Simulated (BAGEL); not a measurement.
**B3LYP/aug-cc-pVDZ (density fitting with cc-pvqz-jkfit) run of GeCl2 (SMILES Cl[Ge]Cl)**

What is the energy change on altering one bond length of GeCl2 at B3LYP/aug-cc-pVDZ (density fitting with cc-pvqz-jkfit)? 

Program for the calculation: BAGEL 1.2.2.

1 further run of the same task is left out (set aside as unsound or not needed).

## 1. Starting point

The species is GeCl2 (3 atoms), meant as a singlet with charge 0. As SMILES, `Cl[Ge]Cl`. The coordinates come from a PBE0-D4/def2-TZVP relaxation.

Bond lengths: Cl1–Ge2 2.182 Å, Ge2–Cl3 2.182 Å. Angles: Cl1–Ge2–Cl3 100.0°.

## 2. The energy at B3LYP/aug-cc-pVDZ (density fitting with cc-pvqz-jkfit)

File input.json:

```json
{ "bagel" : [

{
  "title" : "molecule",
  "basis" : "aug-cc-pvdz.json",
  "df_basis" : "cc-pvqz-jkfit",
  "angstrom" : "true",
  "geometry" : [
    { "atom" : "Cl", "xyz" : [   -0.065420,   -1.681680,    0.422740 ] },
    { "atom" : "Ge", "xyz" : [   -0.421210,    0.067170,   -0.832020 ] },
    { "atom" : "Cl", "xyz" : [    0.486630,    1.614500,    0.409270 ] }
  ]
},
{
  "title" : "ks",
  "xc_func" : "b3lyp"
},
{
  "title" : "print",
  "file" : "orbitals.molden",
  "orbitals" : "true"
}

]}
```

The basis set aug-cc-pVDZ is read from a file made from the Basis Set Exchange's data (not shown).

The run is started by

```bash
$ BAGEL_NUM_THREADS=1 BAGEL input.json > input.out
```

The program printed:

```text
* using 1 threads per process

  ===============================================================
  ===============================================================

  *** Geometry ***

  { "atom" : "Cl", "xyz" : [     -0.123626,     -3.177915,      0.798863 ] },
  { "atom" : "Ge", "xyz" : [     -0.795972,      0.126933,     -1.572290 ] },
  { "atom" : "Cl", "xyz" : [      0.919597,      3.050963,      0.773408 ] },

  Number of auxiliary basis functions:      514

  Since a DF basis is specified, we compute 2- and 3-index integrals:
    o Being stored without compression. Storage requirement is 0.033 GB

  Number of basis functions:       90
  Number of electrons      :       66

    * METHOD: MOLECULE                             0.37

  *** Kohn-Sham DFT ***

    * Removing 4107 points whose weight is below 1.00e-10
    * Grid points: 40611

  === Nuclear Repulsion ===
   309.6694478772

       - DIIS with orbital gradients will be used.

  === KS iteration (b3lyp / aug-cc-pvdz.json) ===
      0      -2979.97514060          0.09966235           0.49
      1      -2902.53166696          0.20125554           0.35
      2      -2959.13387196          0.07849322           0.29
      3      -2901.86653274          0.14829033           0.31
      4      -2991.73271370          0.06500426           0.32
      5      -2915.46030618          0.16447776           0.30
      6      -2915.42608641          0.16486463           0.31
      7      -2914.93420979          0.16936951           0.29
      8      -2985.72464485          0.11851001           0.29
      9      -2996.72780694          0.03764232           0.27
     10      -2993.17592539          0.06321695           0.32
     11      -2996.46268670          0.03179282           0.31
     12      -2997.28310503          0.01424527           0.31
     13      -2997.52089367          0.00626274           0.35
     14      -2997.55169398          0.00056458           0.30
     15      -2997.55181698          0.00038331           0.29
     16      -2997.55192116          0.00004171           0.30
     17      -2997.55192243          0.00002000           0.30
     18      -2997.55192263          0.00000492           0.30
     19      -2997.55192265          0.00000229           0.30
     20      -2997.55192265          0.00000024           0.31
     21      -2997.55192265          0.00000011           0.30
     22      -2997.55192265          0.00000003           0.30
     23      -2997.55192265          0.00000001           0.29
    * SCF iteration converged.

    * Permanent dipole moment:
           (    0.364516,    -0.058257,     0.720078) a.u.

    * METHOD: KS                                   7.87

    * METHOD: PRINT                                0.04

  ===============================================================
```

It took 9 s on 1 thread of AMD EPYC 7R43 (Zen 3), shared host; peak memory 0.24 GiB.

## 3. The distorted shape at the same level

Edit input.json of step 2 so:

```diff
@@ -8,3 +8,3 @@
   "geometry" : [
-    { "atom" : "Cl", "xyz" : [   -0.065420,   -1.681680,    0.422740 ] },
+    { "atom" : "Cl", "xyz" : [    0.219208,   -3.080741,    1.426534 ] },
     { "atom" : "Ge", "xyz" : [   -0.421210,    0.067170,   -0.832020 ] },
```

The basis set aug-cc-pVDZ is read from a file made from the Basis Set Exchange's data (not shown).

The run is started by

```bash
$ BAGEL_NUM_THREADS=1 BAGEL input.json > input.out
```

The program printed:

```text
* using 1 threads per process

  ===============================================================
  ===============================================================

  *** Geometry ***

  { "atom" : "Cl", "xyz" : [      0.414243,     -5.821757,      2.695759 ] },
  { "atom" : "Ge", "xyz" : [     -0.795972,      0.126933,     -1.572290 ] },
  { "atom" : "Cl", "xyz" : [      0.919597,      3.050963,      0.773408 ] },

  Number of auxiliary basis functions:      514

  Since a DF basis is specified, we compute 2- and 3-index integrals:
    o Being stored without compression. Storage requirement is 0.033 GB

  Number of basis functions:       90
  Number of electrons      :       66

    * METHOD: MOLECULE                             0.49

  *** Kohn-Sham DFT ***

    * Removing 3081 points whose weight is below 1.00e-10
    * Grid points: 41637

  === Nuclear Repulsion ===
   237.0488985586

       - DIIS with orbital gradients will be used.

  === KS iteration (b3lyp / aug-cc-pvdz.json) ===
      0      -2976.26909634          0.07930415           0.52
      1      -2824.19497344          0.15702900           0.33
      2      -2791.91415247          0.06211625           0.31
      3      -2649.69251190          0.10346012           0.33
      4      -2937.17532912          0.06104352           0.36
      5      -2974.74144048          0.09437494           0.30
      6      -2987.68283449          0.04835916           0.30
      7      -2996.15691870          0.03083445           0.29
      8      -2988.47571043          0.05168882           0.28
      9      -2995.28791416          0.05422520           0.29
     10      -2996.99298688          0.01820576           0.29
     11      -2997.29235465          0.00932629           0.28
     12      -2996.59307071          0.03667690           0.53
     13      -2997.44008152          0.00237266           0.31
     14      -2997.01076902          0.02756159           0.29
     15      -2997.19790667          0.02009122           0.28
     16      -2997.38532307          0.00872450           0.31
     17      -2997.44487851          0.00066211           0.34
     18      -2997.44507698          0.00038908           0.28
     19      -2997.44510759          0.00036889           0.28
     20      -2997.44524331          0.00003398           0.27
     21      -2997.44524471          0.00000680           0.27
     22      -2997.44524489          0.00000972           0.26
     23      -2997.44524502          0.00000247           0.27
     24      -2997.44524507          0.00000090           0.31
     25      -2997.44524507          0.00000012           0.27
     26      -2997.44524507          0.00000007           0.26
     27      -2997.44524507          0.00000003           0.26
     28      -2997.44524507          0.00000001           0.26
    * SCF iteration converged.

    * Permanent dipole moment:
           (    0.733655,    -2.944868,     2.371641) a.u.

    * METHOD: KS                                   9.35

    * METHOD: PRINT                                0.04

  ===============================================================
```

Run time: 11 s. Hardware: 1 thread of AMD EPYC 7R43 (Zen 3), shared host; peak memory 0.25 GiB.

## 4. Outcome

Level: B3LYP/aug-cc-pVDZ (density fitting with cc-pvqz-jkfit).

```
                                                           quantity           value
                                          first shape: total energy  -2997.55192 Eh
                                         first shape: dipole moment          2.06 D
                                           first shape: HOMO energy        -8.02 eV
                                           first shape: LUMO energy        -3.37 eV
                                         first shape: HOMO–LUMO gap         4.65 eV
                                      distorted shape: total energy  -2997.44525 Eh
                                     distorted shape: dipole moment          9.79 D
                                       distorted shape: HOMO energy        -6.43 eV
                                       distorted shape: LUMO energy        -5.18 eV
                                     distorted shape: HOMO–LUMO gap         1.25 eV
energy change with the Cl1–Ge2 bond stretched from 2.182 to 3.927 Å        2.903 eV
```

One bond (distorted shape) is far stretched, which a spin-restricted single reference describes badly; a broken-symmetry solution may lie lower. With the Cl1–Ge2 bond stretched from 2.182 to 3.927 Å the energy rises by 2.90 eV (67 kcal/mol). The first shape isn't relaxed at this level, so the change isn't measured from a minimum. A restricted reference can't describe the breaking bond well at this length.
